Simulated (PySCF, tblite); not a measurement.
# C₆H₈F₂+ (doublet): geometry, infrared bands and EPR parameters

Aim: predict the infrared bands and EPR parameters of C₆H₈F₂+ (doublet) (`[CH2+][C]=C[C@@H](C)C(F)F`).

Programs: tblite 0.8.0 and PySCF 2.14.0, with density-fitted response routines of our own. Each step states its level of theory. These are calculated values for one molecule in the gas phase, unless marked as measured. Atoms count from 0, in the outputs and in this text.

## 1. The starting structure

16 atoms, charge 1, multiplicity 2; geometry from: force field or distance geometry start.

Bonds of the start (Å): C0–C1 1.45, C1–C2 1.29, C2–C3 1.51, C3–C4 1.49, C3–C5 1.52, C5–F6 1.40, C5–F7 1.39, C0–H8 1.08, C0–H9 1.07, C2–H10 1.09, C3–H11 1.12, C4–H12 1.12, C4–H13 1.09, C4–H14 1.12, C5–H15 1.08.

## 2. Geometry optimisation with GFN2-xTB

What the job is given:

```
{"job": {"kind": "relax", "xc": "GFN2-xTB", "basis": "xTB"}, "charge": 1, "multiplicity": 2}
C      3.052600    -0.345000    -0.167700
C      1.714600    -0.328300     0.388700
C      0.662900     0.220100    -0.116000
C     -0.619600     0.098600     0.666000
C     -1.445700     1.323900     0.461100
C     -1.316300    -1.176600     0.220500
F     -0.418900    -2.213000     0.483700
F     -2.393800    -1.404800     1.071700
H      3.509000    -1.298300    -0.403700
H      3.589300     0.566500    -0.356800
H      0.672400     0.749800    -1.065600
H     -0.424300     0.006900     1.765600
H     -2.188900     1.185300    -0.371800
H     -1.978500     1.627400     1.365800
H     -0.797600     2.177600     0.125600
H     -1.624900    -1.181100    -0.811000
```

On the command line:

```bash
> OMP_NUM_THREADS=1 python probes_run.py task.json out
```

One launch serves the whole session: the jobs run in the order shown.

**Question.** This job is followed by: GFN2-xTB harmonic vibrations, gas phase; UKS B3LYP, pcH-1 on C F H, non-relativistic, mean-field spin-orbit, GIAO. Predict these results of the whole session: strongest single infrared mode (GFN2-xTB); zero-point energy (GFN2-xTB); g(iso) (B3LYP); ⟨S²⟩; largest a(iso) (averaged by class).

The runs gave:

| quantity | value |
| --- | --- |
| strongest single infrared mode (GFN2-xTB) | 3002 cm⁻¹, 320 km/mol |
| zero-point energy (GFN2-xTB) | 73.9 kcal/mol |
| g(iso) (B3LYP) | 2.00303 |
| ⟨S²⟩ | 0.756 (exact 0.75) |
| largest a(iso) (averaged by class) | 1H on H11, 138.4 MHz |

In words: Relaxing lowered the energy by 1.909 eV in 115 steps; the close pair that moved most is C0–C1, from 1.449 to 1.281 Å. All 42 modes are real, so the xTB geometry is a minimum. The strongest single mode, at 3002 cm⁻¹, moves mainly H9. Unscaled tight-binding wavenumbers are off by several per cent, some by more. Its intensities can rank the bands wrongly. The largest spin populations lie on C2 (0.36 e), C1 (0.32 e). The isotropic g lies 0.7 ppt above the free-electron value. These values are for one conformer; the search (at its own cheap level) found 2 more, at 0.78, 1.86 kcal/mol, and measured spectra average over such forms.
